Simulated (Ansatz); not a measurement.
# doublet C2H9NSi+: levels of theory compared

Aim: a comparison of 6 runs (U-r2SCAN0/6-31G*, UCAM-B3LYP/6-31G*, UHSE06/6-31G*, UPBE-QIDH/6-31G*, RPA@PBE/6-31G*, UCCSD(T)/6-31G*) of doublet C2H9NSi+. 

The calculation is run with Ansatz 0.2.0.

71 further runs of the same task are left out: 71 set aside as unsound or not needed.

**1. The system as given**

The species is C2H9NSi+ (13 atoms), meant as a doublet with charge +1. As SMILES of the parent species, `CN(C)[SiH3]`. Geometry: relaxed at PBE0-D4/def2-TZVP. That shape belongs to the parent species and isn't relaxed for this state.

Bond lengths: C1–N2 1.442 Å, N2–C3 1.442 Å, N2–Si4 1.717 Å, C1–H5 1.101 Å, C1–H6 1.097 Å, C1–H7 1.092 Å, C3–H8 1.097 Å, C3–H9 1.101 Å, C3–H10 1.092 Å, Si4–H11 1.497 Å, Si4–H12 1.487 Å, Si4–H13 1.487 Å. Some angles: C1–N2–C3 113.7°, C1–N2–Si4 120.9°, C3–N2–Si4 120.9°, N2–C1–H5 112.8°, N2–C1–H6 110.4°, N2–C1–H7 110.5°, N2–C3–H8 110.4°, N2–C3–H9 112.8°, N2–C3–H10 110.5°, N2–Si4–H11 115.3°.

**2. A single-point energy at U-r2SCAN0/6-31G(d) (spherical functions) (run 1)**

Input file job.yaml:

```yaml
crystal:
  periodic: [false, false, false]
  atoms:
    - {symbol: C, position_ang: [-0.853400, 1.051500, -0.567400]}
    - {symbol: "N", position_ang: [-0.064300, 0.101400, 0.176900]}
    - {symbol: C, position_ang: [1.257300, 0.576800, 0.503700]}
    - {symbol: Si, position_ang: [-0.404400, -1.580400, 0.101900]}
    - {symbol: H, position_ang: [-0.416100, 1.292500, -1.548500]}
    - {symbol: H, position_ang: [-0.947500, 1.991500, -0.009400]}
    - {symbol: H, position_ang: [-1.860700, 0.663700, -0.735400]}
    - {symbol: H, position_ang: [1.197400, 1.509100, 1.079000]}
    - {symbol: H, position_ang: [1.870100, 0.778300, -0.388400]}
    - {symbol: H, position_ang: [1.787100, -0.156700, 1.115700]}
    - {symbol: H, position_ang: [0.068700, -2.275300, -1.137100]}
    - {symbol: H, position_ang: [-1.879700, -1.752300, 0.167000]}
    - {symbol: H, position_ang: [0.265600, -2.234700, 1.256700]}
basis:
  gaussian: {orbitals: 6-31G_st_-spherical.json}
accuracy: high
total_charge: 1
magnetization: {spin_polarized: true, initial_magnetization: 1}
output: {orbitals: {seedname: orbitals}}
hamiltonian: {xc: {name: r2SCAN0}}
```

The basis set 6-31G* is read from a file made from the Basis Set Exchange's data (not shown).

The run is started by

```console
$ ansatz run job.yaml --threads 1 --pin off --max-ram 2610MiB --events-out events.jsonl --progress --plain --runs-dir runs
```

Output:

```text
Warning: RAYON_NUM_THREADS=1 ignored (pool sized by the plan → 1); use --threads N
Functional definition: r2SCAN0
  name "r2SCAN0"
  parameter a = 0.25
  parameter k0 = 0.174
  parameter k1 = 0.065
  parameter a1 = 4.9479
  exchange = (1 - a)*r2scan_x(k0 = k0, k1 = k1, a1 = a1) + a*exact_x
  correlation = r2scan_c
1974 factors; integrals over basis functions are off by at most 4.0e-9 eV
mean field evaluation 1: about -11562.7414 eV, gradient 4.9e1 eV
mean field evaluation 2: about -11544.5515 eV, gradient 7.7e1 eV
mean field evaluation 4: about -11575.4799 eV, gradient 6.7e0 eV
mean field evaluation 8: about -11576.0269 eV, gradient 8.8e-1 eV
mean field evaluation 16: about -11576.0337 eV, gradient 7.0e-4 eV
mean field -11576.03365543 eV, -425.4113903197 hartree, gradient 4.5e-8 eV, S^2 0.759288; 0 other end points of the search recorded, 0 dependent functions left out
reference -11576.03365680 eV, -425.4113903699 hartree; 21, 20 occupied and 57, 58 virtual orbitals, 1974 factors
Total energy: -11576.03365680 eV, -425.4113903699 hartree
```

Run time: 33 s. Hardware: 1 thread of Arm Neoverse V1, shared host; peak memory 0.55 GiB.

**3. The energy at UCAM-B3LYP/6-31G(d) (spherical functions) (run 2)**

Input file run.yaml:

```yaml
basis:
  gaussian:
    orbitals: 6-31G_st_-spherical.json
crystal:
  periodic: [false, false, false]
  atoms:
    - {symbol: C, position_ang: [-0.853400, 1.051500, -0.567400]}
    - {symbol: N, position_ang: [-0.064300, 0.101400, 0.176900]}
    - {symbol: C, position_ang: [1.257300, 0.576800, 0.503700]}
    - {symbol: Si, position_ang: [-0.404400, -1.580400, 0.101900]}
    - {symbol: H, position_ang: [-0.416100, 1.292500, -1.548500]}
    - {symbol: H, position_ang: [-0.947500, 1.991500, -0.009400]}
    - {symbol: H, position_ang: [-1.860700, 0.663700, -0.735400]}
    - {symbol: H, position_ang: [1.197400, 1.509100, 1.079000]}
    - {symbol: H, position_ang: [1.870100, 0.778300, -0.388400]}
    - {symbol: H, position_ang: [1.787100, -0.156700, 1.115700]}
    - {symbol: H, position_ang: [0.068700, -2.275300, -1.137100]}
    - {symbol: H, position_ang: [-1.879700, -1.752300, 0.167000]}
    - {symbol: H, position_ang: [0.265600, -2.234700, 1.256700]}
total_charge: 1
magnetization:
  spin_polarized: true
  initial_magnetization: 1
hamiltonian:
  xc: {name: CAM-B3LYP}
accuracy: high
output:
  orbitals: {seedname: orbitals}
```

The basis set 6-31G* is read from a file made from the Basis Set Exchange's data (not shown).

The run is started by

```console
$ ansatz run run.yaml --threads 1 --pin off --max-ram 2610MiB --events-out events.jsonl --progress --plain --runs-dir runs
```

Output:

```text
Warning: RAYON_NUM_THREADS=1 ignored (pool sized by the plan → 1); use --threads N
Functional definition: CAM-B3LYP
  name "CAM-B3LYP"
  parameter alpha = 0.19
  parameter beta = 0.46
  parameter omega = 0.33/bohr
  parameter ac = 0.81
  exchange = (1 - alpha - beta)*b88_x + beta*b88_x_sr(omega) + alpha*exact_x + beta*exact_x_lr(omega)
  correlation = (1 - ac)*vwn5_c + ac*lyp_c
1974 factors; integrals over basis functions are off by at most 4.0e-9 eV
451 factors; integrals over basis functions are off by at most 2.6e-9 eV
mean field evaluation 1: about -11566.3044 eV, gradient 4.6e1 eV
mean field evaluation 2: about -11559.5221 eV, gradient 6.1e1 eV
mean field evaluation 4: about -11577.0991 eV, gradient 4.5e0 eV
mean field evaluation 8: about -11577.4943 eV, gradient 1.5e-1 eV
mean field evaluation 16: about -11577.4949 eV, gradient 4.5e-4 eV
mean field -11577.49492309 eV, -425.4650909156 hartree, gradient 6.3e-8 eV, S^2 0.755815; 0 other end points of the search recorded, 0 dependent functions left out
reference -11577.49494242 eV, -425.4650916258 hartree; 21, 20 occupied and 57, 58 virtual orbitals, 1974 factors
Total energy: -11577.49494242 eV, -425.4650916258 hartree
```

It took 19 s on 1 thread of Arm Neoverse V1, shared host; peak memory 0.43 GiB.

Runs 3 to 4 aren't shown in full; the table further down has their settings and results.

**4. A single-point energy at RPA@PBE/6-31G(d) (spherical functions) (run 5)**

Input file in.yaml:

```yaml
crystal:
  periodic: [false, false, false]
  atoms:
    - {symbol: C, position_ang: [-0.853400, 1.051500, -0.567400]}
    - {symbol: "N", position_ang: [-0.064300, 0.101400, 0.176900]}
    - {symbol: C, position_ang: [1.257300, 0.576800, 0.503700]}
    - {symbol: Si, position_ang: [-0.404400, -1.580400, 0.101900]}
    - {symbol: H, position_ang: [-0.416100, 1.292500, -1.548500]}
    - {symbol: H, position_ang: [-0.947500, 1.991500, -0.009400]}
    - {symbol: H, position_ang: [-1.860700, 0.663700, -0.735400]}
    - {symbol: H, position_ang: [1.197400, 1.509100, 1.079000]}
    - {symbol: H, position_ang: [1.870100, 0.778300, -0.388400]}
    - {symbol: H, position_ang: [1.787100, -0.156700, 1.115700]}
    - {symbol: H, position_ang: [0.068700, -2.275300, -1.137100]}
    - {symbol: H, position_ang: [-1.879700, -1.752300, 0.167000]}
    - {symbol: H, position_ang: [0.265600, -2.234700, 1.256700]}
basis:
  gaussian:
    orbitals: 6-31G_st_-spherical.json
total_charge: 1
magnetization:
  spin_polarized: true
  initial_magnetization: 1
hamiltonian:
  xc: {name: PBE}
correlation:
  method: rpa
  frozen_orbitals: {C: 1, H: 0, "N": 1, Si: 5}
accuracy: high
```

The basis set 6-31G* is read from a file made from the Basis Set Exchange's data (not shown).

The run is started by

```console
$ ansatz run in.yaml --threads 1 --pin off --max-ram 2610MiB --events-out events.jsonl --progress --plain --runs-dir runs
```

Output, cut to the lines that bear on the results:

```text
Warning: RAYON_NUM_THREADS=1 ignored (pool sized by the plan → 1); use --threads N
Functional definition: PBE
  name "PBE"
[...]
1974 factors; integrals over basis functions are off by at most 4.0e-9 eV
[...]
mean field -11570.25070881 eV, -425.1988709511 hartree, gradient 6.1e-8 eV, S^2 0.753039; 1 other end points of the search recorded, 0 dependent functions left out
8 core orbitals not correlated: weight in the atoms' cores, before any rotation towards them, 1.000 or more for the frozen orbitals, at most 0.000 for the correlated occupied ones
reference -11537.94528906 eV, -424.0116686726 hartree; 13, 12 occupied and 57, 58 virtual orbitals, 1974 factors
Total energy: -11560.75823797 eV, -424.8500290820 hartree
```

Run time: 21 s. Hardware: 1 thread of Arm Neoverse V1, shared host; peak memory 0.33 GiB.

**5. The energy at UCCSD(T)/6-31G(d) (spherical functions) (run 6)**

Input file molecule.yaml:

```yaml
crystal:
  periodic: [false, false, false]
  atoms:
    - symbol: C
      position_ang: [-0.853400, 1.051500, -0.567400]
    - symbol: "N"
      position_ang: [-0.064300, 0.101400, 0.176900]
    - symbol: C
      position_ang: [1.257300, 0.576800, 0.503700]
    - symbol: Si
      position_ang: [-0.404400, -1.580400, 0.101900]
    - symbol: H
      position_ang: [-0.416100, 1.292500, -1.548500]
    - symbol: H
      position_ang: [-0.947500, 1.991500, -0.009400]
    - symbol: H
      position_ang: [-1.860700, 0.663700, -0.735400]
    - symbol: H
      position_ang: [1.197400, 1.509100, 1.079000]
    - symbol: H
      position_ang: [1.870100, 0.778300, -0.388400]
    - symbol: H
      position_ang: [1.787100, -0.156700, 1.115700]
    - symbol: H
      position_ang: [0.068700, -2.275300, -1.137100]
    - symbol: H
      position_ang: [-1.879700, -1.752300, 0.167000]
    - symbol: H
      position_ang: [0.265600, -2.234700, 1.256700]
basis:
  gaussian:
    orbitals: 6-31G_st_-spherical.json
total_charge: 1
magnetization:
  spin_polarized: true
  initial_magnetization: 1
correlation:
  method: ccsd_t
  frozen_orbitals: {C: 1, H: 0, "N": 1, Si: 5}
accuracy: high
scf:
  omitted_lower_state_checks: [cluster_reference, increment]
```

The basis set 6-31G* is read from a file made from the Basis Set Exchange's data (not shown).

The run is started by

```console
$ ansatz run molecule.yaml --threads 1 --pin off --max-ram 2610MiB --events-out events.jsonl --progress --plain --runs-dir runs
```

Output, cut to the lines that bear on the results:

```text
Warning: RAYON_NUM_THREADS=1 ignored (pool sized by the plan → 1); use --threads N
Functional definition: HF
  name "HF"
[...]
1974 factors; integrals over basis functions are off by at most 4.0e-9 eV
[...]
mean field -11539.33749543 eV, -424.0628313130 hartree, gradient 1.6e-8 eV, S^2 0.764930; 1 other end points of the search recorded, 0 dependent functions left out
8 core orbitals not correlated: weight in the atoms' cores, before any rotation towards them, 1.000 or more for the frozen orbitals, at most 0.000 for the correlated occupied ones
reference -11539.33749543 eV, -424.0628313130 hartree; 13, 12 occupied and 57, 58 virtual orbitals, 1974 factors
second order -12.66798390 eV of doubles, -0.00000000 eV of singles
cycle   1  -13.76650659 eV  change    -1.1e0 eV  update   9.8e-2
[...]
cycle  24  -14.40439606 eV  change  -7.9e-10 eV  update   2.8e-9
perturbative correction -0.38300978 eV, -0.0140753499 hartree
Total energy: -11554.12490127 eV, -424.6062584546 hartree
Checks for a lower state left out: cluster_reference, increment
```

Wall time 59 s (1 thread of Arm Neoverse V1, shared host); peak memory 0.7 GiB.

**6. All runs side by side**

```
run                                    level  frozen core orbitals  energy (Eh)  HOMO energy (eV)  LUMO energy (eV)   ⟨S²⟩  wall time
  1   U-r2SCAN0/6-31G* (spherical functions)                     –  -425.411390            -14.56             -9.97  0.759       33 s
  2  UCAM-B3LYP/6-31G* (spherical functions)                     –  -425.465092            -15.60             -9.17  0.756       19 s
  3      UHSE06/6-31G* (spherical functions)                     –  -425.236025            -13.81            -10.67  0.756       19 s
  4   UPBE-QIDH/6-31G* (spherical functions)                     8  -425.075963            -16.59             -7.74  0.761       20 s
  5     RPA@PBE/6-31G* (spherical functions)                     8  -424.850029                 –                 –  0.753       21 s
  6    UCCSD(T)/6-31G* (spherical functions)                     8  -424.606258                 –                 –  0.765       59 s
```

**7. What came out**

```
                                          quantity          value
                               run 6: total energy  -424.60626 Eh
run 6: correlation energy (8 core orbitals frozen)     -543.4 mEh
                             run 6: (T) correction     -14.08 mEh
          run 6: ⟨S²⟩ of the reference determinant          0.765
                              run 6: T1 diagnostic          0.020
```

In words: Totals of different functionals can't be ranked against each other. All runs together took 2.9 min, the longest 59 s.
